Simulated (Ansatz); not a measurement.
**Pd− (doublet): energies up the ladder**

Wanted for Pd− (doublet): energies up the ladder. Charge -1. Spin multiplicity 2.

Program: Ansatz 0.2.0. Level of theory: the levels named in each step. These are calculated values, not measurements.

## Step 1: The structure to begin with

Coordinates:

```xyz
1

Pd    0.0000    0.0000    0.0000
```

## Step 2: Single point, PBE0/def2-TZVPPD

Contents of input.yaml:

```yaml
crystal:
  periodic: [false, false, false]
  atoms:
    - { symbol: Pd, position_ang: [0.0, 0.0, 0.0] }
magnetization:
  spin_polarized: true
  initial_magnetization: 1
total_charge: -1
basis:
  gaussian: { orbitals: def2-TZVPPD.json }
hamiltonian:
  xc: pbe0
```

Run with:

```sh
$ ansatz run input.yaml --threads 2 --pin off --max-ram 5120MiB --backend cpu --events-out ev --progress --plain --runs-dir out
```

Further steps of the session: Single point, PBE/def2-TZVPPD; Single point, r2SCAN/def2-TZVPPD; Single point, B3LYP/def2-TZVPPD; Single point, wB97M-V/def2-TZVPPD; Single point, B2PLYP/def2-TZVPPD; Single point, LDA/def2-TZVPPD; Single point, PBE0/def2-SVPD; Single point, PBE/def2-SVPD.

What does the calculation give? Wanted: energy at PBE/def2-SVPD.

As calculated:

| quantity | value |
| --- | --- |
| energy at PBE/def2-SVPD | -3479.478 eV |

**Reading.** These totals serve in differences with atoms or fragments at the same level; alone they don't rank the methods. Heavy atoms carry effective core potentials in def2 sets, and spin-orbit coupling is left out.
